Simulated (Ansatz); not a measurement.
# K2TaCl6: the cost of one run

Program: Ansatz 0.2.0. Level of theory: DFT PBEsol without U, plane waves, PAW, no spin–orbit coupling unless a run says so. These are calculated values, not measurements.

### 1 The starting structure

The structure is cubic, space group Fm-3m (No. 225). The conventional cell has a = 9.993 Å, b = 9.993 Å, c = 9.993 Å, α = 90.00°, β = 90.00°, γ = 90.00°. K (site symmetry -43m) is surrounded by 12 Cl at 3.53 Å. Ta (site symmetry m-3m) has 6 Cl at 2.45 Å as nearest neighbours. Around Cl (site symmetry 4mm) lie 1 Ta at 2.45 Å and 4 K at 3.53 Å.

Structure file:

```cif
data_structure
_symmetry_space_group_name_H-M 'P 1'
_symmetry_Int_Tables_number 1
_cell_length_a 7.0665
_cell_length_b 7.0665
_cell_length_c 7.0665
_cell_angle_alpha 60.000
_cell_angle_beta 60.000
_cell_angle_gamma 60.000
_cell_volume 249.51
loop_
_atom_site_label
_atom_site_type_symbol
_atom_site_fract_x
_atom_site_fract_y
_atom_site_fract_z
_atom_site_occupancy
K1 K 0.25000 0.25000 0.25000 1
K2 K 0.75000 0.75000 0.75000 1
Ta1 Ta 0.00000 0.00000 0.00000 1
Cl1 Cl 0.75500 0.24500 0.24500 1
Cl2 Cl 0.24500 0.75500 0.75500 1
Cl3 Cl 0.24500 0.75500 0.24500 1
Cl4 Cl 0.75500 0.24500 0.75500 1
Cl5 Cl 0.24500 0.24500 0.75500 1
Cl6 Cl 0.75500 0.75500 0.24500 1
```

An earlier series on this cell reached its lowest free state from «ferromagnetic start, free, symmetry kept, no search», perhaps among other starts.

### 2 Total moment locked at zero, no site moments, 0.00 μB per cell

input.yaml

```yaml
crystal:
  lattice:
    - [0.0, 4.99674722, 4.99674722]
    - [4.99674722, 0.0, 4.99674722]
    - [4.99674722, 4.99674722, 0.0]
  atoms:
    - { symbol: K, position: [0.25, 0.25, 0.25] }
    - { symbol: K, position: [0.75, 0.75, 0.75] }
    - { symbol: Ta, position: [0.0, 0.0, 0.0] }
    - { symbol: Cl, position: [0.755, 0.245, 0.245] }
    - { symbol: Cl, position: [0.245, 0.755, 0.755] }
    - { symbol: Cl, position: [0.245, 0.755, 0.245] }
    - { symbol: Cl, position: [0.755, 0.245, 0.755] }
    - { symbol: Cl, position: [0.245, 0.245, 0.755] }
    - { symbol: Cl, position: [0.755, 0.755, 0.245] }
basis:
  ecutwfc: 420
  ecutrho_ratio: 4
kpoints:
  mp_grid: { grid: [4, 4, 4] }
hamiltonian:
  xc: pbesol
scf:
  occupations: { method: gaussian, width: 0.05 }
  lower_state_search: "off"
  max_iter: 150
output:
  forces: true
  stress: true
  eigenvalues: true
  populations: true
  hubbard: { sites: [{ site: 2, l: d }] }
magnetization:
  spin_polarized: true
  initial_magnetization: 0.0
  spin_locking: { lock_magnetization: hard }
```

The lock stays on to the end, so the result is a constrained state.

Launch:

```
> ansatz run input.yaml --threads 4 --pin off --max-ram 6144MiB --backend cpu --events-out ev --progress --plain --runs-dir out
```

Q: Estimate wall time and peak memory on 4 threads of Arm Neoverse V1, shared host.

About 3.2 s, with a peak of 0.74 GiB.
